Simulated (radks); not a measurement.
# Fractional charge and spin in the 4d shell of niobium

An exercise on one series of results from a longer session: the logs are not shown, and one member is left open.

Method: scalar-relativistic Kohn-Sham, BLYP, spin-polarised, spherical densities, finite nucleus. Code: radks (a radial shooting solver on a logarithmic mesh, Libxc functionals) version 1.

## The system

| Property | Result |
| --- | --- |
| element | niobium (Z = 41) |
| configuration | [Kr] 4d(up 3, down 1) |
| nuclear rms radius | 4.324 fm |

A shell typed twice in an input gives spin up, then spin down.

The first run:

Settings of this run:

```text
Z 41
configuration [Kr] 4d3 4d1
relativity scalar-relativistic
functional b88,lyp
spin polarised
nucleus finite rms 4.324 fm
c 137.035999084
```

Steps of the session up to this table: 4d: up 3, down 1.

One of the session's tables, all rows but one given; the rest of the session is left out.

It belongs to the step «4d: up 3, down 1». Sizes of the orbitals, from the radial functions (bohr):

```
  level     <r>  outermost maximum (interpolated)  90 % within  nodes
  3d up  0.4332                             0.334        0.695      0
3d down  0.4331                             0.334        0.695      0
  4s up       ?                                 ?            ?      ?
4s down   1.157                              1.03         1.69      3
  4p up   1.305                              1.12         1.94      2
4p down   1.302                              1.12         1.94      2
  4d up   2.053                              1.50         3.34      1
4d down   2.115                              1.50         3.49      1
```

Q: Estimate the row for 4s up from the others.

As computed: <r>: 1.160; outermost maximum (interpolated): 1.03; 90 % within: 1.69; nodes: 3. In the column «<r>» it lies between 4s down (1.157) and 4p down (1.302).
